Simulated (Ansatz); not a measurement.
# Cl4Ge: the cost of one run

Method: the levels named in each step, in Ansatz 0.2.0.

### Step 1. The structure to begin with

Bond lengths: Cl1–Ge2 2.127 Å, Ge2–Cl3 2.128 Å, Ge2–Cl4 2.127 Å, Ge2–Cl5 2.128 Å. Angles: Cl1–Ge2–Cl3 109.3°, Cl1–Ge2–Cl4 109.5°, Cl1–Ge2–Cl5 109.6°, Cl3–Ge2–Cl4 109.6°, Cl3–Ge2–Cl5 109.4°, Cl4–Ge2–Cl5 109.3°.

Coordinates:

```xyz
5

Cl   -0.9511   -1.5179   -1.1478
Ge   -0.0002    0.0004   -0.0003
Cl    2.0774   -0.4314    0.1550
Cl   -0.2701    1.8830   -0.9525
Cl   -0.8571    0.0677    1.9460
```

### Step 2. A rough first relaxation, PBE-D4/def2-SVP

This run stands in another session on the same molecule. It ended at:

```xyz
5

Cl   -0.9622   -1.5306   -1.1556
Ge   -0.0003    0.0005    0.0001
Cl    2.0960   -0.4315    0.1562
Cl   -0.2691    1.8992   -0.9631
Cl   -0.8655    0.0643    1.9629
```

### Step 3. Relaxation, B2PLYP/def2-TZVPP

Contents of input.yaml:

```yaml
crystal:
  periodic: [false, false, false]
  atoms:
    - { symbol: Cl, position_ang: [-0.96223205, -1.5306247, -1.15564817] }
    - { symbol: Ge, position_ang: [-0.00027058, 0.00046098, 8.804e-05] }
    - { symbol: Cl, position_ang: [2.09604958, -0.43152662, 0.15621842] }
    - { symbol: Cl, position_ang: [-0.26906465, 1.8991573, -0.96314554] }
    - { symbol: Cl, position_ang: [-0.86554231, 0.06434303, 1.96294724] }
basis:
  gaussian: { orbitals: def2-TZVPP }
hamiltonian:
  xc: { name: B2PLYP }
relax:
  f_tol: 0.002
  max_steps: 150
```

Launch:

```
> ansatz run input.yaml --threads 4 --pin off --max-ram 10240MiB --backend cpu --events-out ev --progress --plain --runs-dir out
```

What time and memory should one allow on 4 threads of Intel Xeon at 2.50GHz (Skylake/Cascade Lake), shared host?

About 3.1 min, with a peak of 0.8 GiB.
